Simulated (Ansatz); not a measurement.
**C3H7NSi: two geometries relaxed**

Aim: relax the geometries before and after the shift of H11 from C5 to C2, and see whether they are two minima and how far apart in energy. SMILES of the start: CC1=N[SiH2]C1.

Method: RKS LDA/STO-3G, in Ansatz 0.2.0.

### Step 1. The system as given

Bond lengths: C1–C2 1.452 Å, C2–N3 1.274 Å, N3–Si4 1.802 Å, C2–C5 1.555 Å, Si4–C5 1.910 Å, C1–H6 1.101 Å, C1–H7 1.134 Å, C1–H8 1.035 Å, Si4–H9 1.429 Å, Si4–H10 1.459 Å, C5–H11 1.076 Å, C5–H12 1.070 Å. Angles (14 of 22 angles, heavy atoms first): C1–C2–N3 126.9°, C1–C2–C5 129.2°, N3–C2–C5 103.9°, C2–N3–Si4 97.7°, N3–Si4–C5 74.0°, C2–C5–Si4 84.4°, C2–C1–H6 111.4°, C2–C1–H7 106.3°, C2–C1–H8 111.2°, N3–Si4–H9 110.1°, N3–Si4–H10 107.9°, C5–Si4–H9 116.4°, C5–Si4–H10 114.1°, C2–C5–H11 111.6°.

Coordinates:

```xyz
12

C    -1.5776   -0.5729    0.8464
C    -0.3122   -0.0514    0.3605
N     0.5767    0.5548    1.0423
Si    1.8039    0.7325   -0.2646
C     0.3060   -0.1430   -1.0630
H    -1.7517   -0.2918    1.8962
H    -2.3890   -0.0293    0.2694
H    -1.6560   -1.5901    0.6707
H     2.9415   -0.0859    0.0161
H     1.9088    2.1506   -0.5912
H    -0.2636    0.4232   -1.7791
H     0.4902   -1.1517   -1.3697
```

### Step 2. End point A

Contents of input.yaml:

```yaml
crystal:
  periodic: [false, false, false]
  atoms:
    - { symbol: C, position_ang: [-1.5776, -0.5729, 0.8464] }
    - { symbol: C, position_ang: [-0.3122, -0.0514, 0.3605] }
    - { symbol: "N", position_ang: [0.5767, 0.5548, 1.0423] }
    - { symbol: Si, position_ang: [1.8039, 0.7325, -0.2646] }
    - { symbol: C, position_ang: [0.306, -0.143, -1.063] }
    - { symbol: H, position_ang: [-1.7517, -0.2918, 1.8962] }
    - { symbol: H, position_ang: [-2.389, -0.0293, 0.2694] }
    - { symbol: H, position_ang: [-1.656, -1.5901, 0.6707] }
    - { symbol: H, position_ang: [2.9415, -0.0859, 0.0161] }
    - { symbol: H, position_ang: [1.9088, 2.1506, -0.5912] }
    - { symbol: H, position_ang: [-0.2636, 0.4232, -1.7791] }
    - { symbol: H, position_ang: [0.4902, -1.1517, -1.3697] }
basis:
  gaussian: { orbitals: STO-3G }
hamiltonian:
  xc: lda
relax:
  f_tol: 0.02
  max_steps: 50
```

Launch:

```sh
> ansatz run input.yaml --threads 1 --pin off --max-ram 2048MiB --backend cpu --events-out ev --progress --plain --runs-dir out
```

What it wrote, cut to the lines that bear on the results:

```text
Warning: RAYON_NUM_THREADS=1 ignored (pool sized by the plan → 1); use --threads N
[...]
Functional definition: SPW92
[...]
526 factors; integrals over basis functions are off by at most 9.9e-6 eV
[...]
mean field -12366.88971411 eV, -454.4748144148 hartree, gradient 5.4e-5 eV, S^2 0.000000; 0 other end points of the search recorded, 0 dependent functions left out
[...]
reference -12366.88973722 eV, -454.4748152638 hartree; 23, 23 occupied and 13, 13 virtual orbitals, 526 factors
relax step   1: F+E_penalty+E_count = -12366.88971411 eV  Δ(F+E_penalty+E_count) = +0.000e0 eV  max|allowed force component| = 5.369e0 eV/Å  Δτ_max = 0.0000 Å  (23 SCF iters, accepted)
[...]
relax step   6: F+E_penalty+E_count = -12367.69917928 eV  Δ(F+E_penalty+E_count) = -3.017e-4 eV  max|allowed force component| = 2.087e-2 eV/Å  Δτ_max = 0.0098 Å  (20 SCF iters, accepted)
[...]
relax step   7: F+E_penalty+E_count = -12367.69921739 eV  Δ(F+E_penalty+E_count) = -3.811e-5 eV  max|allowed force component| = 1.417e-3 eV/Å  Δτ_max = 0.0037 Å  (19 SCF iters, accepted)
526 factors; integrals over basis functions are off by at most 2.4e-5 eV
[...]
mean field -12367.69921739 eV, -454.5045631116 hartree, gradient 2.7e-5 eV, S^2 0.000000; 1 other end points of the search recorded, 0 dependent functions left out
[...]
reference -12367.69924036 eV, -454.5045639556 hartree; 23, 23 occupied and 13, 13 virtual orbitals, 526 factors
Total energy: -12367.69924036 eV, -454.5045639556 hartree
Atom 0 at    -1.628386    -0.542735     0.822901 Å, force    -0.000330    -0.000217     0.000138 eV/Å
Atom 1 at    -0.268730    -0.029037     0.391899 Å, force     0.001029     0.000144    -0.000819 eV/Å
Atom 2 at     0.590800     0.585899     1.213590 Å, force     0.000288     0.000074    -0.000395 eV/Å
Atom 3 at     1.760304     0.745370    -0.227133 Å, force     0.000857     0.000601     0.001292 eV/Å
Atom 4 at     0.310754    -0.138233    -1.030034 Å, force    -0.000801     0.000095    -0.001417 eV/Å
Atom 5 at    -1.785941    -0.337304     1.893538 Å, force    -0.000634     0.000077    -0.000237 eV/Å
Atom 6 at    -2.428365    -0.054132     0.238733 Å, force     0.000437    -0.000307     0.000092 eV/Å
Atom 7 at    -1.703263    -1.630624     0.647580 Å, force     0.000252    -0.000019     0.000669 eV/Å
Atom 8 at     3.004574     0.003552    -0.098284 Å, force    -0.000942    -0.000050    -0.000263 eV/Å
Atom 9 at     2.029624     2.108657    -0.656061 Å, force    -0.000307    -0.000560     0.000088 eV/Å
Atom 10 at    -0.268542     0.408382    -1.791602 Å, force     0.000736    -0.000413     0.000676 eV/Å
Atom 11 at     0.464171    -1.174796    -1.371128 Å, force    -0.000584     0.000574     0.000176 eV/Å
Dipole moment:     0.023873    -0.096669    -0.407245 e Å
```

It took 13 s on 1 thread of AMD EPYC 7B13 (Zen 3), shared host; peak memory 0.14 GiB.

The steps of the relaxation:

```csv
step,energy from step 1 (eV),largest force component (eV/Å)
1,0.0000,5.3687
2,-0.7555,1.2937
3,-0.8029,0.3437
4,-0.8083,0.1142
5,-0.8092,0.0708
6,-0.8095,0.0209
7,-0.8095,0.0014
```

Step 1 is the start.

After: Bond lengths: C1–C2 1.516 Å, C2–N3 1.339 Å, N3–Si4 1.862 Å, C2–C5 1.539 Å, Si4–C5 1.878 Å, C1–H6 1.101 Å, C1–H7 1.105 Å, C1–H8 1.104 Å, Si4–H9 1.454 Å, Si4–H10 1.454 Å, C5–H11 1.102 Å, C5–H12 1.102 Å. Angles (14 of 22 angles, heavy atoms first): C1–C2–N3 123.8°, C1–C2–C5 125.2°, N3–C2–C5 111.0°, C2–N3–Si4 88.1°, N3–Si4–C5 78.8°, C2–C5–Si4 82.1°, C2–C1–H6 110.0°, C2–C1–H7 110.4°, C2–C1–H8 110.5°, N3–Si4–H9 115.2°, N3–Si4–H10 115.1°, C5–Si4–H9 117.3°, C5–Si4–H10 117.3°, C2–C5–H11 113.9°.

### Step 3. Relaxing end B

The second end starts from a geometry with the move made by hand.

Edit input.yaml of step 2 so:

```diff
@@ -13,3 +13,3 @@
     - { symbol: H, position_ang: [1.9088, 2.1506, -0.5912] }
-    - { symbol: H, position_ang: [-0.2636, 0.4232, -1.7791] }
+    - { symbol: H, position_ang: [-1.34244, -0.20186, 0.03791] }
     - { symbol: H, position_ang: [0.4902, -1.1517, -1.3697] }
@@ -22 +22,3 @@
   max_steps: 50
+output:
+  orbitals: {}
```

Launch:

```sh
> ansatz run input.yaml --threads 1 --pin off --max-ram 2048MiB --backend cpu --events-out ev --progress --plain --runs-dir out
```

What it wrote, cut to the lines that bear on the results:

```text
Warning: RAYON_NUM_THREADS=1 ignored (pool sized by the plan → 1); use --threads N
[...]
[... 1 set-up line as earlier in the session ...]
[...]
526 factors; integrals over basis functions are off by at most 1.5e-5 eV
[...]
mean field -12354.20122400 eV, -454.0085210036 hartree, gradient 3.0e-5 eV, S^2 0.000000; 1 other end points of the search recorded, 0 dependent functions left out
[...]
reference -12354.20124645 eV, -454.0085218287 hartree; 23, 23 occupied and 13, 13 virtual orbitals, 526 factors
relax step   1: F+E_penalty+E_count = -12354.20122400 eV  Δ(F+E_penalty+E_count) = +0.000e0 eV  max|allowed force component| = 1.679e1 eV/Å  Δτ_max = 0.0000 Å  (44 SCF iters, accepted)
[...]
relax step   4: F+E_penalty+E_count = -12361.88576465 eV  Δ(F+E_penalty+E_count) = -9.911e-1 eV  max|allowed force component| = 3.918e0 eV/Å  Δτ_max = 0.2000 Å  (34 SCF iters, accepted)
[...]
Atom 2 at     0.565529     0.519581     1.338508 Å, force     0.001215    -0.001279     0.003015 eV/Å
Atom 3 at     1.640937     0.726982    -0.167830 Å, force     0.000544     0.000816    -0.002233 eV/Å
Atom 4 at     0.157379    -0.163076    -0.898345 Å, force    -0.000703    -0.000320    -0.002496 eV/Å
Atom 5 at    -1.747047    -0.461680     2.145734 Å, force    -0.000819     0.000754    -0.000146 eV/Å
Atom 6 at    -2.498290    -0.150770     0.542615 Å, force     0.000619    -0.000170    -0.000542 eV/Å
Atom 7 at    -1.724374    -1.723913     0.865861 Å, force     0.000126    -0.000574     0.000605 eV/Å
Atom 8 at     2.901187     0.001904    -0.131779 Å, force    -0.002291     0.000883     0.000324 eV/Å
Atom 9 at     1.863890     2.102638    -0.583731 Å, force    -0.000345    -0.000665     0.000391 eV/Å
Atom 10 at    -0.476467     0.390244    -1.609982 Å, force     0.001138    -0.000107    -0.000250 eV/Å
Atom 11 at     0.304320    -1.189527    -1.271403 Å, force    -0.000260     0.000783     0.000797 eV/Å
Dipole moment:     0.000020    -0.088113    -0.409756 e Å
```

It took 25 s on 1 thread of AMD EPYC 7B13 (Zen 3), shared host; peak memory 0.14 GiB.

The steps of the relaxation:

| step | energy from step 1 (eV) | largest force component (eV/Å) |
| --- | --- | --- |
| 1 | 0.0000 | 16.7875 |
| 2 | -5.1482 | 6.0786 |
| 3 | -6.6934 | 2.3072 |
| 4 | -7.6845 | 3.9185 |
| 5 | -9.2672 | 4.7985 |
| 6 | -10.8145 | 4.0705 |
| 7 | -12.0215 | 2.9831 |
| 8 | -12.6998 | 1.7010 |
| 9 | -13.0792 | 1.2926 |
| 10 | -13.3387 | 0.6823 |
| 11 | -13.4750 | 0.2462 |
| 12 | -13.4960 | 0.1142 |
| 13 | -13.4976 | 0.0520 |
| 14 | -13.4978 | 0.0559 |
| 15 | -13.4980 | 0.0036 |

Step 1 is the start.

After: Bond lengths: C1–C2 1.516 Å, C2–N3 1.339 Å, N3–Si4 1.862 Å, C2–C5 1.539 Å, Si4–C5 1.878 Å, C1–H6 1.101 Å, C1–H7 1.105 Å, C1–H8 1.104 Å, Si4–H9 1.454 Å, Si4–H10 1.454 Å, C5–H11 1.102 Å, C5–H12 1.102 Å. Angles (14 of 22 angles, heavy atoms first): C1–C2–N3 123.8°, C1–C2–C5 125.2°, N3–C2–C5 111.0°, C2–N3–Si4 88.2°, N3–Si4–C5 78.8°, C2–C5–Si4 82.1°, C2–C1–H6 110.0°, C2–C1–H7 110.5°, C2–C1–H8 110.4°, N3–Si4–H9 115.1°, N3–Si4–H10 115.2°, C5–Si4–H9 117.3°, C5–Si4–H10 117.3°, C2–C5–H11 113.9°.

Pairs that crossed the distance rule for bonds on the way: came closer C5–H11; moved apart C1–H11, C2–H11.

### Step 4. What came out

| quantity | value |
| --- | --- |
| end A | 6 moves, 0.810 eV lower |
| end B | 14 moves, 13.498 eV lower |
| largest difference between the ends | 0.00 Å |
| end B relative to end A | -0.000 eV |

In words: Both starts fell into the same minimum (no atom differs by more than 0.00 Å), so from this start no second minimum was found and no band was run; another arrangement could still be one. The basis is very small, so the numbers are rough.
